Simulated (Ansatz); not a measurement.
# GeH+ (singlet): wave-function methods side by side at distance Ge1–H2 = 1.749 Å, cc-pVQZ

An exercise on one series of results from a longer session: the logs are not shown, and one member is left open.

Method: cc-pVQZ, core rule «outside noble gas», up to 14 orbitals frozen; program: Ansatz 0.2.0, Gaussian basis.

The runs, in order: UHF; CCSD(T) on RHF; BCCD(T) on RHF; CCSDT(Q) on RHF; CASSCF and NEVPT2, 4 electrons in 5 orbitals; Full CI.

21 further runs of the same task are left out: 15 that didn't finish, 6 set aside as unsound or not needed.

**What is computed**

The geometry derives from a PBE0/def2-TZVP stationary point (not a proven minimum). One bond is set to the value named and the two fragments are kept rigid. No spin-orbit coupling is included. The filled d shell of Ge may be among the frozen orbitals whatever the setting's name suggests; the logs give the count.

2 atoms, charge 1, spin multiplicity 1.

Atoms are counted from 1 here; the program's logs count them from 0.

Bond lengths: Ge1–H2 1.749 Å.

The first run:

The input, in.yaml:

```yaml
crystal:
  periodic: [false, false, false]
  atoms:
    - {symbol: Ge, position_ang: [0.000000, 0.000000, 0.000000]}
    - {symbol: H, position_ang: [0.000000, 0.000000, 1.749000]}
basis:
  gaussian: {orbitals: cc-pVQZ}
total_charge: 1
magnetization: {spin_polarized: true, initial_magnetization: 0}
hamiltonian: {xc: hf}
output: {orbitals: {seedname: orbitals}}
```

Command:

```
ansatz run in.yaml --threads 1 --pin off --events-out ev --progress --plain --max-ram 2393MiB
```

Steps of the session up to this table: UHF; CCSD(T) on RHF; BCCD(T) on RHF; CCSDT(Q) on RHF; CASSCF and NEVPT2, 4 electrons in 5 orbitals; Full CI.

One of the session's tables, all rows but one given; the rest of the session is left out.

| method | from FCI (kcal/mol) |
| --- | --- |
| RHF | ? |
| RMP2 | +13.48 |
| RCCSD | +1.28 |
| RCCSD(T) | +0.25 |
| BCCD(T) | +0.25 |
| RCCSDT | +0.04 |
| RCCSDT(Q) | +0.01 |
| CASSCF valence | +25.61 |
| NEVPT2 valence | +7.28 |
| FCI | 0 |

**Question.** Estimate the row for RHF.

As computed: from FCI (kcal/mol): +57.40. In the column «from FCI (kcal/mol)» it is the highest.
